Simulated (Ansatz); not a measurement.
**C5H8OS: a ladder of functionals and wavefunction methods**

The task here is to estimate one member of a computed series from the others.

Computed with Ansatz 0.2.0, Gaussian basis. Level: functionals in def2-TZVPP, the program's frozen cores in correlated methods.

The runs, in order: PBE-D4, r2SCAN-D4, PBE0-D4, B3LYP-D4, ωB97X-V, ωB97M-V, B2PLYP; CCSD(T)/def2-TZVPP; MP2/def2-QZVPP; extrapolation to the limit.

### The relaxed structure

All runs share one geometry, relaxed beforehand with PBE0-D4 in a triple-zeta def2 set.

SMILES `O=C1CCSCC1`, 15 atoms, charge 0, spin multiplicity 1.

Atoms are counted from 1 here; the program's logs count them from 0.

Bond lengths: O1–C2 1.206 Å, C2–C3 1.511 Å, C2–C7 1.511 Å, C3–C4 1.526 Å, C3–H8 1.092 Å, C3–H9 1.096 Å, C4–S5 1.801 Å, C4–H10 1.094 Å, C4–H11 1.091 Å, S5–C6 1.801 Å, C6–C7 1.526 Å, C6–H12 1.094 Å, C6–H13 1.091 Å, C7–H14 1.092 Å, C7–H15 1.096 Å. Angles: O1–C2–C3 121.6°, O1–C2–C7 121.6°, C3–C2–C7 116.7°, C2–C3–C4 112.8°, C2–C3–H8 107.8°, C2–C3–H9 108.0°, C4–C3–H8 110.9°, C4–C3–H9 108.8°, H8–C3–H9 108.6°, C3–C4–S5 112.7°, C3–C4–H10 110.6°, C3–C4–H11 110.4°, S5–C4–H10 109.3°, S5–C4–H11 106.2°, H10–C4–H11 107.4°, C4–S5–C6 97.2°, S5–C6–C7 112.7°, S5–C6–H12 109.3° and more.

As a file:

```
O    -0.5902   -2.0704    1.0930
C    -0.2313   -0.9598    0.7889
C     1.2021   -0.6654    0.4132
C     1.3272    0.0409   -0.9331
S     0.4373    1.6056   -0.9839
C    -1.1871    0.9568   -0.5560
C    -1.1915    0.2064    0.7722
H     1.7463   -1.6124    0.4078
H     1.6298   -0.0216    1.1898
H     0.9691   -0.6046   -1.7406
H     2.3717    0.2773   -1.1441
H    -1.5421    0.3102   -1.3640
H    -1.8566    1.8176   -0.5097
H    -2.1881   -0.1793    0.9979
H    -0.8966    0.8986    1.5687
```

The first run:

File in.yaml:

```yaml
crystal:
  periodic: [false, false, false]
  atoms:
    - {symbol: O, position_ang: [-0.590196, -2.070387, 1.093008]}
    - {symbol: C, position_ang: [-0.231297, -0.959850, 0.788894]}
    - {symbol: C, position_ang: [1.202090, -0.665425, 0.413236]}
    - {symbol: C, position_ang: [1.327166, 0.040926, -0.933149]}
    - {symbol: S, position_ang: [0.437302, 1.605599, -0.983911]}
    - {symbol: C, position_ang: [-1.187080, 0.956843, -0.556009]}
    - {symbol: C, position_ang: [-1.191456, 0.206435, 0.772208]}
    - {symbol: H, position_ang: [1.746310, -1.612381, 0.407822]}
    - {symbol: H, position_ang: [1.629811, -0.021634, 1.189777]}
    - {symbol: H, position_ang: [0.969074, -0.604640, -1.740592]}
    - {symbol: H, position_ang: [2.371654, 0.277302, -1.144112]}
    - {symbol: H, position_ang: [-1.542095, 0.310234, -1.363969]}
    - {symbol: H, position_ang: [-1.856611, 1.817609, -0.509746]}
    - {symbol: H, position_ang: [-2.188075, -0.179257, 0.997855]}
    - {symbol: H, position_ang: [-0.896597, 0.898615, 1.568679]}
basis:
  gaussian: {orbitals: def2-TZVPP}
hamiltonian: {xc: pbe, dispersion: d4}
output: {forces: true, orbitals: {seedname: orbitals}}
```

Command:

```console
$ ansatz run in.yaml --threads 2 --pin off --events-out ev --progress --plain --max-ram 32768MiB --backend cuda --devices 0, --max-vram 18GiB
```

Steps of the session up to this table: PBE-D4 (GGA); r2SCAN-D4 (meta-GGA); PBE0-D4 (hybrid); B3LYP-D4 (hybrid); ωB97X-V (range-separated); ωB97M-V (range-separated); B2PLYP (double hybrid); CCSD(T) in def2-TZVPP; MP2 in def2-QZVPP.

One of the session's tables, all rows but one given; the rest of the session is left out.

| method | atomisation energy (kJ/mol) |
| --- | --- |
| PBE-D4 | 6461.3 |
| r2SCAN-D4 | 6298.5 |
| PBE0-D4 | 6340.3 |
| B3LYP-D4 | 6258.0 |
| ωB97X-V | 6289.8 |
| ωB97M-V | ? |
| B2PLYP | 6195.8 |
| HF/def2-TZVPP | 4545.7 |
| MP2/def2-TZVPP | 6238.7 |
| CCSD/def2-TZVPP | 5997.6 |
| CCSD(T)/def2-TZVPP | 6104.8 |
| MP2/CBS | 6394.0 |
| CCSD(T)/CBS | 6260.1 |

Estimate the missing values for ωB97M-V.

**Answer.** atomisation energy (kJ/mol): 6294.8. In the column «atomisation energy (kJ/mol)» it lies between ωB97X-V (6289.8) and r2SCAN-D4 (6298.5).

To keep in mind: Free atoms (1 O, 5 C, 1 S, 8 H) were run apart at each level; the atomisation energy is their sum less the molecule, without zero-point or spin-orbit terms.
